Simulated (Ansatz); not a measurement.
# Sn2Ge3: the cost of one run

Program: Ansatz 0.2.0. Level of theory: DFT PBE, scalar-relativistic, plane waves, PAW. These are calculated values, not measurements.

### Step 1. Starting point

It takes space group C2/m (No. 12, monoclinic). The conventional cell has a = 10.811 Å, b = 3.668 Å, c = 7.708 Å, α = 90.00°, β = 131.76°, γ = 90.00°. Sn (site symmetry m) has 8 Ge at 3.10 to 3.39 Å and 2 Sn at 3.10 Å as nearest neighbours. Ge (site symmetry 2/m) has 6 Sn at 3.10 to 3.39 Å and 4 Ge at 3.10 Å as nearest neighbours. Around Ge (site symmetry m) lie 5 Sn at 3.10 to 3.39 Å and 5 Ge at 3.10 to 3.39 Å.

Coordinates:

```xyz
5
Lattice="5.4055 -1.8338 0.0000 5.4055 1.8338 0.0000 -5.1336 0.0000 5.7501" Properties=species:S:1:pos:R:3 pbc="T T T"
Sn    5.0552    0.0000    4.0251
Sn    0.6221    0.0000    1.7250
Ge   -2.5668    0.0000    2.8751
Ge    3.8110    0.0000    0.5750
Ge    1.8663    0.0000    5.1751
```

The start is an ordering of an alloy on its end members' structure types: elements ordered on the sites of the Rb type, Ge/Sn on Rb (C2/m, No. 12).

### Step 2. A first look at the guess

File input.yaml:

```yaml
crystal:
  lattice:
    - [5.40545853, -1.83379044, 0.0]
    - [5.40545853, 1.83379044, 0.0]
    - [-5.13357954, 0.0, 5.75013728]
  atoms:
    - { symbol: Sn, position: [0.8, 0.8, 0.7] }
    - { symbol: Sn, position: [0.2, 0.2, 0.3] }
    - { symbol: Ge, position: [0.0, 0.0, 0.5] }
    - { symbol: Ge, position: [0.4, 0.4, 0.1] }
    - { symbol: Ge, position: [0.6, 0.6, 0.9] }
basis:
  ecutwfc: 420
kpoints:
  mp_grid: { grid: [6, 6, 4] }
hamiltonian:
  xc: pbe
scf:
  occupations: { method: gaussian, width: 0.1 }
  lower_state_search: "off"
output:
  forces: true
  stress: true
  eigenvalues: true
```

The run is started by

```console
$ ansatz run input.yaml --threads 1 --pin off --max-ram 2560MiB --backend cpu --events-out ev --progress --plain --runs-dir out
```

**Question.** How long does this run take on 1 thread of AMD EPYC 9B45 (Zen 5), shared host, and how much memory does it need?

About 3.6 s, with a peak of 0.54 GiB.
